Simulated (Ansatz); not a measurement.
# HfH₄ (triplet): the correlation ladder, def2-SVP

The task here is to estimate one member of a computed series from the others.

Program: Ansatz 0.2.0, Gaussian basis. Level of theory: def2-SVP, core rule «outside noble gas», up to 4 orbitals frozen. These are calculated values, not measurements.

To be run: UHF; CCSD(T) on ROHF; CCSD(T) on UHF; CISD; CCSDT(Q) on ROHF; CCSDT(Q) on UHF.

10 further runs of the same task are left out: 7 for a known fault of the program, 3 set aside as unsound or not needed.

## The geometry

The geometry is a PBE0/def2-TZVP stationary point (not a proven minimum) of the parent state, kept for this charge and spin. No spin-orbit coupling is included. Elements past krypton take def2 core potentials.

5 atoms, charge 0, spin multiplicity 3.

Atoms are counted from 1 here; the program's logs count them from 0.

Bond lengths: Hf1–H2 1.847 Å, Hf1–H3 1.847 Å, Hf1–H4 1.847 Å, Hf1–H5 1.847 Å. Angles: H2–Hf1–H3 109.5°, H2–Hf1–H4 109.5°, H2–Hf1–H5 109.5°, H3–Hf1–H4 109.5°, H3–Hf1–H5 109.5°, H4–Hf1–H5 109.5°.

Set-up of the first run:

Contents of in.yaml:

```yaml
crystal:
  periodic: [false, false, false]
  atoms:
    - {symbol: Hf, position_ang: [0.000000, 0.000000, 0.000000]}
    - {symbol: H, position_ang: [1.065164, 1.067974, 1.066043]}
    - {symbol: H, position_ang: [-1.068670, -1.063768, 1.066739]}
    - {symbol: H, position_ang: [-1.064115, 1.064810, -1.070247]}
    - {symbol: H, position_ang: [1.067621, -1.069016, -1.062534]}
basis:
  gaussian: {orbitals: def2-SVP}
magnetization: {spin_polarized: true, initial_magnetization: 2}
hamiltonian: {xc: hf}
output: {orbitals: {seedname: orbitals}}
```

Command:

```
$ ansatz run in.yaml --threads 1 --pin off --events-out ev --progress --plain --max-ram 2816MiB --backend cpu
```

Steps of the session up to this table: UHF; CCSD(T) on ROHF; CCSD(T) on UHF; CISD; CCSDT(Q) on ROHF; CCSDT(Q) on UHF.

One of the session's tables, all rows but one given; the rest of the session is left out.

| method | from RCCSDT(Q) (kcal/mol) |
| --- | --- |
| RMP2 | +22.57 |
| UMP2 | +23.11 |
| RCCSD | +3.57 |
| UCCSD | +2.93 |
| RCCSD(T) | +1.23 |
| UCCSD(T) | +0.75 |
| RCCSDT | +0.17 |
| UCCSDT | -0.23 |
| RCCSDT(Q) | 0 |
| UCCSDT(Q) | ? |

**Question.** Estimate the row for UCCSDT(Q).

As computed: from RCCSDT(Q) (kcal/mol): -0.37. In the column «from RCCSDT(Q) (kcal/mol)» it is the lowest.

Not comparable, so not listed: CISD (they don't share determinant, frozen orbitals or solution with the rows shown, or repeat one).

Limits of these values: The report flags that the cluster equations may have other roots. Left out of the table: ROHF, UHF (another determinant or state than the rows shown). The program flags RCCSD(T), UCCSD(T), RCCSDT(Q), UCCSDT(Q) as in doubt, so the zero of the table is itself unsure. Warnings: coupled cluster took another determinant than the lowest. Restricted and unrestricted rows rest on different reference determinants; where their highest levels disagree by more than a few hundredths of an eV, they describe different states and don't form one ladder.
